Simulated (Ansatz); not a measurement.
# BiTe: how the settings move a relaxation

Question: which choices in the input matter for BiTe?

Program: Ansatz 0.2.0. Level of theory: reference: DFT, LDA, all-electron LAPW, scalar-relativistic. These are calculated values, not measurements.

## Step 1: The system as given

Symmetry: Fm-3m, No. 225, cubic system. The conventional cell has a = 6.374 Å, b = 6.374 Å, c = 6.374 Å, α = 90.00°, β = 90.00°, γ = 90.00°. Bi (site symmetry m-3m) has 6 Te at 3.19 Å as nearest neighbours. Te (site symmetry m-3m) is surrounded by 6 Bi at 3.19 Å.

Structure file:

```cif
data_structure
_symmetry_space_group_name_H-M 'P 1'
_symmetry_Int_Tables_number 1
_cell_length_a 4.5070
_cell_length_b 4.5070
_cell_length_c 4.5070
_cell_angle_alpha 60.000
_cell_angle_beta 60.000
_cell_angle_gamma 60.000
_cell_volume 64.73
loop_
_atom_site_label
_atom_site_type_symbol
_atom_site_fract_x
_atom_site_fract_y
_atom_site_fract_z
_atom_site_occupancy
Bi1 Bi 0.00000 0.00000 0.00000 1
Te1 Te 0.50000 0.50000 0.50000 1
```

## Step 2: The reference run

input.yaml

```yaml
crystal:
  lattice:
    - [0.0, 3.1869031609, 3.1869031609]
    - [3.1869031609, 0.0, 3.1869031609]
    - [3.1869031609, 3.1869031609, 0.0]
  atoms:
    - { symbol: Bi, position: [0.0, 0.0, 0.0] }
    - { symbol: Te, position: [0.5, 0.5, 0.5] }
kpoints:
  mp_grid: { grid: [9, 9, 9] }
scf:
  occupations: { method: fermi_dirac, width: 0.05 }
hamiltonian:
  xc: lda
  pseudopotentials: { kind: all_electron, lapw: { basis_error: 0.001 } }
output:
  forces: true
  stress: true
relax:
  f_tol: 0.005
  max_steps: 80
  cell: {}
```

On the command line:

```bash
$ ansatz run input.yaml --threads 1 --pin off --max-ram 2048MiB --backend cpu --events-out ev --progress --plain --runs-dir out
```

## Step 3: Changed: mp_grid.grid [11, 11, 11], scf.algorithm density_mixing

input.yaml, as its differences from that of step 2:

```diff
@@ -9,5 +9,6 @@
 kpoints:
-  mp_grid: { grid: [9, 9, 9] }
+  mp_grid: { grid: [11, 11, 11] }
 scf:
   occupations: { method: fermi_dirac, width: 0.05 }
+  algorithm: density_mixing
 hamiltonian:
```

## Step 4: Changing settings: starting moments, occupations.method methfessel_paxton, occupations.width 0.01, spin_polarized true

input.yaml, as its differences from that of step 2:

```diff
@@ -6,4 +6,4 @@
   atoms:
-    - { symbol: Bi, position: [0.0, 0.0, 0.0] }
-    - { symbol: Te, position: [0.5, 0.5, 0.5] }
+    - { symbol: Bi, position: [0.0, 0.0, 0.0], spin: 4.0 }
+    - { symbol: Te, position: [0.5, 0.5, 0.5], spin: -1.0 }
 kpoints:
@@ -11,3 +11,3 @@
 scf:
-  occupations: { method: fermi_dirac, width: 0.05 }
+  occupations: { method: methfessel_paxton, width: 0.01 }
 hamiltonian:
@@ -22 +22,3 @@
   cell: {}
+magnetization:
+  spin_polarized: true
```

**Question.** What will these runs give? Wanted: for each run, ending; energy change; pressure; gap; abs. moment; force.

**Answer**, as computed:

```tsv
run	ending	energy change	pressure (GPa)	gap (eV)	abs. moment (μB)	force (eV/Å)	cycles	time
reference	converged	0	0.0	0.00	0.00	0.00	18	40 s
1: mp_grid.grid [11, 11, 11], scf.algorithm density_mixing	converged	-3.7 meV/atom	0.0	0.00	0.00	0.00	18	60 s
2: starting moments, occupations.method methfessel_paxton, occupations.width 0.01, spin_polarized true	converged	+0.5 meV/atom (σ→0)	0.0	-	0.06	0.00	27	98 s
```

What this shows: Semilocal functionals close small gaps, so the missing gap need not be the real solid's.
